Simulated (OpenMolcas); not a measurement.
# Tc⁴⁺ with 4 ligands (bromide): CASSCF and CASPT2 levels and susceptibility

Aim: the ligand-field states of Tc⁴⁺ in this surrounding, its lowest levels with spin-orbit coupling and its magnetic susceptibility.

The numbers are computed with OpenMolcas 26.06 (state-averaged CASSCF and CASPT2, spin-orbit coupling by RASSI with atomic mean-field integrals), except any that are marked as measured or tabulated.

## 1. What is computed

* Species: Tc⁴⁺ (technetium, Z = 43, 39 electrons)
* Basis: ANO-RCC-VDZP [6s5p3d1f], 151 functions with the ligands
* Scalar Hamiltonian: DKH2, point nucleus
* Inactive shells: 1s 2s 2p 3s 3p 3d 4s 4p of the metal, and all ligand shells
* Active space: 3 electrons in 5 orbitals (4d)
* Some configurations of this space: 4d³
* Orbitals: optimised for each spin and parity, averaged over all roots

Outer shells as boxes (Hund's rule):

4d3
```
4d [↑ ][↑ ][↑ ][  ][  ]
```

Tc⁴⁺ is taken with 4 ligands (bromide) in square coordination (D4h) at 2.53 Å. Ligand basis ANO-RCC-VDZP. The distances are assumed, not relaxed.

```xyz
5

Tc    0.0000    0.0000    0.0000
Br    2.5300    0.0000    0.0000
Br    0.0000    2.5300    0.0000
Br   -2.5300    0.0000    0.0000
Br    0.0000   -2.5300    0.0000
```

The work runs as a chain of OpenMolcas steps in one folder; each step below is one input file. Labels, J, g values, rates, χT and fits are worked out afterwards by a script from the matrices that RASSI stores.

## 2. Basis and integrals

Contents of a.inp:

```
&GATEWAY
Coord
5

Tc 0.0 0.0 0.0
Br 2.530000 0.000000 0.000000
Br 0.000000 2.530000 0.000000
Br -2.530000 0.000000 0.000000
Br 0.000000 -2.530000 0.000000
Basis=Tc.ANO-RCC-VDZP,Br.ANO-RCC-VDZP
Group=XYZ
NoMove
AngMom=0.0 0.0 0.0
AMFI
RICD
&SEWARD
```

Run with:

```
> OMP_NUM_THREADS=1 MOLCAS_MEM=2457 MOLCAS_PROJECT=a pymolcas a.inp > a.log
```

## 3. CASSCF: quartets of even parity, 10 roots

Contents of a.inp:

```
&RASSCF
FileOrb=start.orb
Symmetry=1
Spin=4
nActEl=3 0 0
Inactive=45 45
Ras2=5 0
CIRoot=10 10 1
SDav=10
CIMx=300
Iter=150 100
PrWF=0.3
OrbListing=Nothing
MaxOrb=0
LevShft=1.0
>>> COPY $Project.JobIph JOB001
```

start.orb holds start orbitals that the driver prepared beforehand, or those of the step before.

## 4. Reference wave functions, doublets of even parity, 40 roots

Contents of a.inp:

```
&RASSCF
FileOrb=start.orb
Symmetry=1
Spin=2
nActEl=3 0 0
Inactive=45 45
Ras2=5 0
CIRoot=40 40 1
SDav=40
CIMx=300
Iter=150 100
PrWF=0.3
OrbListing=Nothing
MaxOrb=0
LevShft=1.0
>>> COPY $Project.JobIph JOB002
```

## 5. State interaction with spin-orbit coupling

Contents of a.inp:

```
&RASSI
NrOfJobIphs=2 10 40
1 2 3 4 5 6 7 8 9 10
1 2 3 4 5 6 7 8 9 10 11 12 13 14 15 16 17 18 19 20 21 22 23 24 25 26 27
28 29 30 31 32 33 34 35 36 37 38 39 40
IphNames
JOB001
JOB002
EJob
SpinOrbit
DIPRint=1.0
SOCoupling=1000.0
Subsets=2
Property=9
'ANGMOM' 1 'ANGMOM' 2 'ANGMOM' 3 'MLTPL  1' 1 'MLTPL  1' 2 'MLTPL  1' 3
'AMFI' 1 'AMFI' 2 'AMFI' 3
SOProperty=3
'ANGMOM' 1 'ANGMOM' 2 'ANGMOM' 3
```

## 6. CASPT2: IPEA 0.25, imaginary shift 0.1 (61 orbitals frozen, the lowest in energy)

Contents of a.inp:

```
>>> COPY JOB001 $Project.JobIph
&CASPT2
Multistate=10 1 2 3 4 5 6 7 8 9 10
NoMult
Frozen=27 34
IPEA=0.25
Imaginary=0.1
MaxIter=60
WThr=0.0 0.3 0.05
PrWF=0.5
NoMix
>>> COPY JOB002 $Project.JobIph
&CASPT2
Multistate=40 1 2 3 4 5 6 7 8 9 10 11 12 13 14 15 16 17 18 19 20 21 22
23 24 25 26 27 28 29 30 31 32 33 34 35 36 37 38 39 40
NoMult
Frozen=27 34
IPEA=0.25
Imaginary=0.1
MaxIter=60
WThr=0.0 0.3 0.05
PrWF=0.5
NoMix
```

(Steps that only read results are left out.)

What does the calculation give? Wanted: spin-free ground state; first state of the same spin within the active space; lowest level; next level.

The runs gave:

| quantity | value |
| --- | --- |
| method | SS-CASPT2, IPEA 0.25, imaginary shift 0.1 (61 orbitals frozen, the lowest in energy) |
| spin-free ground state | doublet, 1-fold in its orbital part |
| first state of the same spin within the active space | 2E at 4730 cm⁻¹ |
| lowest level | 2-fold, g = 1.88, 1.88, 2.45 |
| next level | 899.6 cm⁻¹ |
| χT at 300 K | 0.61 cm³ K/mol |
| effective moment at 300 K | 2.20 μB |

Cost by method:

| method | time of its own steps | time with the reference |
| --- | --- | --- |
| A. CASSCF | 51 s | 51 s |
| B. SS-CASPT2, IPEA 0.25, imaginary shift 0.1 (61 orbitals frozen, the lowest in energy) | 2.1 min | 3 min |

Times are of one thread on a shared host.

The spin-free ground state (doublet) is 1-fold and has less than the highest spin computed. χT at 300 K is 0.61, against 0.38 cm³ K/mol for the spin alone, so orbital moment adds to it. The frozen orbitals are chosen by energy, so an outer shell of the metal can be frozen while a deeper shell elsewhere is correlated. The bonds are covalent and no ligand orbital is active, so the numbers are rough.
